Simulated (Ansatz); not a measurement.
# H₈NO₂ScSi₂: up Jacob's ladder to CCSD(T)

An exercise on one series of results from a longer session: the logs are not shown, and one member is left open.

Program: Ansatz 0.2.0, Gaussian basis. Level of theory: functionals in def2-TZVPP, the program's frozen cores in correlated methods. These are calculated values, not measurements.

Plan: LDA (SPW92), PBE-D4, revPBE-D4, BLYP-D4, r2SCAN-D4, B97M-V, PBE0-D4, B3LYP-D4, r2SCANh-D4, r2SCAN0-D4, HSE06-D4, BHLYP-D4, CAM-B3LYP-D4, LC-ωPBE, ωB97X-V, ωB97M-V, B2PLYP, PBE-QIDH; CCSD(T)/def2-SVP; CCSD(T)/def2-TZVPP; MP2/def2-QZVPP; extrapolation to the limit; RPA on PBE.

## Structure used throughout

An earlier PBE0-D4 in a triple-zeta def2 set relaxation fixed the geometry.

SMILES `[NH2][Sc]([O][SiH3])[O][SiH3]`, 14 atoms, charge 0, spin multiplicity 1.

Atoms are counted from 1 here; the program's logs count them from 0.

Bond lengths: N1–Sc2 1.975 Å, N1–H7 1.012 Å, N1–H8 1.012 Å, Sc2–O3 1.898 Å, Sc2–O5 1.898 Å, O3–Si4 1.627 Å, Si4–H9 1.490 Å, Si4–H10 1.490 Å, Si4–H11 1.490 Å, O5–Si6 1.627 Å, Si6–H12 1.490 Å, Si6–H13 1.490 Å, Si6–H14 1.490 Å. Angles: Sc2–N1–H7 126.2°, Sc2–N1–H8 126.4°, H7–N1–H8 107.4°, N1–Sc2–O3 118.0°, N1–Sc2–O5 117.9°, O3–Sc2–O5 124.2°, Sc2–O3–Si4 176.0°, O3–Si4–H9 110.9°, O3–Si4–H10 110.5°, O3–Si4–H11 110.5°, H9–Si4–H10 108.3°, H9–Si4–H11 108.2°, H10–Si4–H11 108.3°, Sc2–O5–Si6 176.0°, O5–Si6–H12 110.6°, O5–Si6–H13 110.9°, O5–Si6–H14 110.5°, H12–Si6–H13 108.2° and more.

As a file:

```xyz
14
H8NO2ScSi2
N    -1.7154   -2.0846    0.2380
Sc   -0.4647   -0.5659    0.0649
O     1.3667   -0.9526   -0.2515
Si    2.9573   -1.1738   -0.5129
O    -1.1712    1.1887    0.2253
Si   -1.6751    2.7318    0.3351
H    -2.7116   -2.0231    0.4073
H    -1.4792   -3.0669    0.1746
H     3.6345    0.1224   -0.7973
H     3.6017   -1.7859    0.6825
H     3.1747   -2.0778   -1.6766
H    -2.7741    2.8543    1.3332
H    -0.5604    3.6247    0.7586
H    -2.1833    3.2089   -0.9813
```

Set-up of the first run:

Contents of in.yaml:

```yaml
crystal:
  periodic: [false, false, false]
  atoms:
    - {symbol: N, position_ang: [-1.715397, -2.084573, 0.238008]}
    - {symbol: Sc, position_ang: [-0.464726, -0.565944, 0.064918]}
    - {symbol: O, position_ang: [1.366731, -0.952638, -0.251536]}
    - {symbol: Si, position_ang: [2.957299, -1.173759, -0.512894]}
    - {symbol: O, position_ang: [-1.171239, 1.188676, 0.225287]}
    - {symbol: Si, position_ang: [-1.675052, 2.731785, 0.335138]}
    - {symbol: H, position_ang: [-2.711579, -2.023127, 0.407308]}
    - {symbol: H, position_ang: [-1.479183, -3.066947, 0.174603]}
    - {symbol: H, position_ang: [3.634496, 0.122351, -0.797265]}
    - {symbol: H, position_ang: [3.601679, -1.785854, 0.682527]}
    - {symbol: H, position_ang: [3.174684, -2.077848, -1.676617]}
    - {symbol: H, position_ang: [-2.774065, 2.854316, 1.333205]}
    - {symbol: H, position_ang: [-0.560387, 3.624680, 0.758634]}
    - {symbol: H, position_ang: [-2.183262, 3.208882, -0.981327]}
basis:
  gaussian: {orbitals: def2-TZVPP}
hamiltonian: {xc: lda}
output: {orbitals: {seedname: orbitals}}
```

On the command line:

```bash
$ ansatz run in.yaml --threads 2 --pin off --events-out ev --progress --plain --max-ram 32768MiB --backend cuda --devices 0, --max-vram 18GiB
```

Steps of the session up to this table: LDA; PBE-D4 (GGA); revPBE-D4 (GGA); BLYP-D4 (GGA); r2SCAN-D4 (meta-GGA); B97M-V (meta-GGA); PBE0-D4 (hybrid); B3LYP-D4 (hybrid); r2SCANh-D4 (hybrid); r2SCAN0-D4 (hybrid); HSE06-D4 (hybrid); BHLYP-D4 (hybrid); CAM-B3LYP-D4 (range-separated); LC-ωPBE (range-separated); ωB97X-V (range-separated); ωB97M-V (range-separated); B2PLYP (double hybrid); PBE-QIDH (double hybrid).

One of the session's tables, all rows but one given; the rest of the session is left out.

It belongs to the step «Orbital energies across the functionals». 

| functional | HOMO (eV) | LUMO (eV) | gap (eV) |
| --- | --- | --- | --- |
| LDA (SPW92) | -6.23 | -2.91 | 3.32 |
| PBE-D4 | -6.05 | -2.70 | 3.35 |
| revPBE-D4 | -5.98 | -2.56 | 3.42 |
| BLYP-D4 | -5.92 | -2.71 | 3.22 |
| r2SCAN-D4 | -6.30 | -2.36 | 3.94 |
| B97M-V | -6.38 | -2.63 | 3.75 |
| PBE0-D4 | -7.36 | -1.79 | 5.56 |
| B3LYP-D4 | -7.13 | -2.16 | 4.97 |
| r2SCANh-D4 | -6.80 | -2.04 | 4.76 |
| r2SCAN0-D4 | -7.55 | -1.58 | 5.97 |
| HSE06-D4 | -6.95 | -2.16 | 4.79 |
| BHLYP-D4 | -8.58 | -1.11 | 7.47 |
| CAM-B3LYP-D4 | -8.79 | -0.99 | 7.79 |
| LC-ωPBE | -10.20 | 0.28 | 10.47 |
| ωB97X-V | -9.82 | 0.05 | 9.87 |
| ωB97M-V | ? | ? | ? |

**Question.** Estimate the row for ωB97M-V.

The run gave: HOMO (eV): -9.75; LUMO (eV): -0.34; gap (eV): 9.41. In the column «HOMO (eV)» it lies between ωB97X-V (-9.82) and CAM-B3LYP-D4 (-8.79).
